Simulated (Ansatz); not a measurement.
# AlNi3 (Pm-3m): from the first guess to the electronic structure

What volume does AlNi3 (Pm-3m) take, and is it a metal or an insulator at this level? The pressure is brought towards zero step by step, and the electronic structure follows.

Method: DFT LDA, scalar-relativistic, plane waves, PAW, in Ansatz 0.2.0.

## Step 1: Starting point

The structure is cubic, space group Pm-3m (No. 221). Conventional cell: a = 3.523 Å, b = 3.523 Å, c = 3.523 Å, α = 90.00°, β = 90.00°, γ = 90.00°. Al (site symmetry m-3m) has 12 Ni at 2.49 Å as nearest neighbours. Around Ni (site symmetry 4/mmm) lie 4 Al at 2.49 Å and 8 Ni at 2.49 Å.

Coordinates:

```
CELL_PARAMETERS angstrom
3.52305 0.00000 0.00000
0.00000 3.52305 0.00000
0.00000 0.00000 3.52305
ATOMIC_POSITIONS crystal
Al 0.00000 0.00000 0.00000
Ni 0.00000 0.50000 0.50000
Ni 0.50000 0.00000 0.50000
Ni 0.50000 0.50000 0.00000
```

The moments start at Ni 0.80 μB.

## Step 2: The first run

input.yaml

```yaml
crystal:
  lattice:
    - [3.5230547267, 0.0, 0.0]
    - [0.0, 3.5230547267, 0.0]
    - [0.0, 0.0, 3.5230547267]
  atoms:
    - { symbol: Al, position: [0.0, 0.0, 0.0] }
    - { symbol: Ni, position: [0.0, 0.5, 0.5], spin: 0.8 }
    - { symbol: Ni, position: [0.5, 0.0, 0.5], spin: 0.8 }
    - { symbol: Ni, position: [0.5, 0.5, 0.0], spin: 0.8 }
basis:
  ecutwfc: 420
  ecutrho_ratio: 4
kpoints:
  mp_grid: { grid: [12, 12, 12] }
hamiltonian:
  xc: lda
scf:
  occupations: { method: gaussian, width: 0.05 }
output:
  forces: true
  stress: true
  eigenvalues: true
  populations: true
magnetization:
  spin_polarized: true
```

Run with:

```sh
ansatz run input.yaml --threads 2 --pin off --max-ram 5120MiB --backend cpu --events-out ev --progress --plain --runs-dir out
```

After this run come: A step to a new volume; Next volume: 10.541 Å³/atom; A single point with the electronic structure.

Q: Predict the outcome of this session. Wanted: space group; conventional cell; volume; pressure; gap; states at the Fermi level; spin moments in spheres; Bader charges.

As calculated:

| quantity | value |
| --- | --- |
| space group | Pm-3m (No. 221) |
| conventional cell | a = 3.481 Å, b = 3.481 Å, c = 3.481 Å, α = 90.00°, β = 90.00°, γ = 90.00° |
| volume | 10.541 Å³/atom |
| pressure | 0.00 GPa |
| gap | none (metal) |
| states at the Fermi level | 4.7 per eV per cell |
| spin moments in spheres | Ni 0.22 μB |
| Bader charges | Al +1.92; Ni -0.64 e |

Over the 3 runs shown the cell moved from 10.93 to 10.54 Å³/atom, a change of -3.6 %, where the pressure is zero within 0.01 GPa. Only this one magnetic order is considered here. There is no gap at this level of theory; the largest share of the states at the Fermi level is Ni 3d (90 % of the projected weight). Al gives up the most charge, +1.92 e by Bader's partition.
